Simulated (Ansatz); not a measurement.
H2, the interaction energy of a dimer with the counterpoise correction

With Ansatz's Python interface.

The cells in order, each with its output:

```python
import ansatz as az
import numpy as np
```

```python
FIRST = [
    ("H", (0.3326, -0.1033, 0.1724)),
    ("H", (-0.3326, 0.1033, -0.1724)),
]
SECOND = [
    ("H", (2.1065, 0.6741, 0.6347)),
    ("H", (2.6275, 1.0636, 1.0601)),
]
```

```python
def energy(atoms, ghosts=()):
    molecule = az.Crystal.molecule()
    for symbol, xyz in atoms:
        molecule = molecule.atom(symbol, xyz)
    calc = (
        molecule.calculation()
        .basis(gaussian="def2-SVPD")
        .functional("HF")
    )
    deck = calc.input()
    if ghosts:
        deck = deck.set(az.key.basis.gaussian.ghost_atoms, [{"symbol": s, "position_ang": list(xyz)} for s, xyz in ghosts])
    return az.Session.from_dict(deck).plan().execute().report["free_energy_ev"]
```

```python
# ghost atoms carry the functions of the partner
direction = np.array([0.8898, 0.3266, 0.3186])
print("shift (A)   counterpoise-corrected interaction (kJ/mol)")
for shift in (-0.3, 0.0, 0.4, 1.0, 2.0):
    moved = [(s, tuple(np.round(np.array(xyz) + shift * direction, 4))) for s, xyz in SECOND]
    gain = energy(FIRST + moved) - energy(FIRST, moved) - energy(moved, FIRST)
    print(f"{shift:8.2f} {96.485332 * gain:14.3f}")
```

    shift (A)   counterpoise-corrected interaction (kJ/mol)
       -0.30         16.843
        0.00          6.636
        0.40          1.909
        1.00          0.320
        2.00          0.042

Reading the output:
- The dimer is a generated trial pose of unrelaxed monomers, not a minimum, so the figure is no binding energy, and the basis set is small.
- Hartree-Fock leaves correlation out, so bond, atomisation and ionisation energies come out well too low.
- This level lacks the dispersion part of the attraction (electrostatics and induction are there), which can decide the sign where the interaction is weak.
- Wall time of the script: 0.9 s on 1 thread of Arm Neoverse V2, with other jobs on the host, peak memory 0.14 GiB.
